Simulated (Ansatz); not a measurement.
Crystal: NiMoIrPdW.

```
Ni Mo Pd Ir W
1.0
     2.34460   -1.43138    0.00906
     2.34460    1.43138    0.00906
    -2.20600    0.00000   10.92374
Ni Mo Pd Ir W
1 1 1 1 1
Direct
  0.49838 0.49838 0.29525
  0.31773 0.31773 0.91207
  0.24733 0.24733 0.49061
  0.74982 0.74982 0.10802
  0.68673 0.68673 0.69406
```

The cell was built by a generator and needn't be a form met in nature.

```yaml
Program: Ansatz 0.2.0
Task: relaxation of cell and atoms
Functional: PBE
Dispersion: D3(BJ)-ATM
Potentials_or_basis: Ansatz PAW
Cutoff: "420 eV (not typed: the program's choice for these potentials)"
k_mesh: 8 × 8 × 2
Occupations: fermi-dirac, width 0.05 eV
Spin: collinear spin, ferromagnetic start
Starting_moments: "[1.0, 1.0, 0.0, 0.6, 0.0] μB"
```

At the start: volume 14.68 Å³/atom.

Q: How do energy, volume and symmetry change on relaxing?

A: It ends after 6 steps and the volume is 14.37 Å³/atom (-2.1 %); space group Cm (No. 8, to 0.05 Å); moment 0.00 μB per cell.

Step by step:
| step | energy change (eV) | largest force (eV/Å) | volume (Å³) |
| --- | --- | --- | --- |
| 1 | 0.0000 | 0.0860 | 73.38 |
| 2 | -0.0292 | 0.0413 | 71.95 |
| 3 | -0.0298 | 0.0312 | 71.82 |
| 4 | -0.0298 | 0.0372 | 71.84 |
| 5 | -0.0299 | 0.0019 | 71.83 |
| 6 | -0.0293 | 0.0020 | 71.83 |

Final structure:
```xyz
5
Lattice="2.3362 -1.4122 0.0156 2.3362 1.4122 0.0156 -2.1676 0.0000 10.8714" Properties=species:S:1:pos:R:3 pbc="T T T"
Ni    1.6860    0.0000    3.2282
Mo   -0.4690    0.0000    9.9243
Pd    0.0857    0.0000    5.3403
Ir    3.2771    0.0000    1.2043
W     1.6821    0.0000    7.5593
```

Caveat: the plane-wave basis is chosen anew once the cell has moved, so the energies of steps on either side of that aren't comparable; pairwise dispersion overbinds metals, which lowers pressure and volume; the starting moments weren't kept.
